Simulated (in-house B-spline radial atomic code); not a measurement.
# Cs⁺: ionisation energy by several methods

One table from this session's results is given with a row withheld; the runs are named, their logs left out.

Program: in-house B-spline radial atomic code version 1. Level of theory: non-relativistic, several functionals, spin-polarised; spherical all-electron atom at the radial basis limit. These are calculated values, not measurements, unless marked.

**The system**

```
element       : caesium (Z = 55)
charge        : +1
electrons     : 54
configuration : [Kr] 4d10 5s2 5p6
nucleus       : point
```

The outer shells:

[Kr] 4d10 5s2 5p6
```
[Kr] core
4d [↑↓][↑↓][↑↓][↑↓][↑↓]
5s [↑↓]
5p [↑↓][↑↓][↑↓]
```

Where spins are not typed, each open shell is filled with up spins first.

Set-up of the first run:

Settings, as recorded:

```ini
Z = 55
electrons = 54.0
configuration = [Kr] 4d10 5s2 5p6
hamiltonian = nr
method = am05
spin_polarised = True
```

Steps of the session up to this table: AM05, a GGA; SCAN, a meta-GGA; LDA (VWN5); r2SCAN, a meta-GGA; BLYP, a GGA; revTPSS, a meta-GGA.

One of the session's tables, all rows but one given; the rest of the session is left out.

```
    method  ΔSCF (eV)
LDA (VWN5)     23.592
      AM05     23.399
      BLYP          ?
      SCAN     23.740
    r2SCAN     23.744
   revTPSS     23.553
```

Estimate the missing values for BLYP.

As computed: ΔSCF (eV): 23.205. In the column «ΔSCF (eV)» it is the lowest.

Members of this set that are not shown: 12 used exact exchange with fractional occupations of an open shell, which is unsound here.

Caveats from the session: These runs leave out relativity, which matters at this nuclear charge.
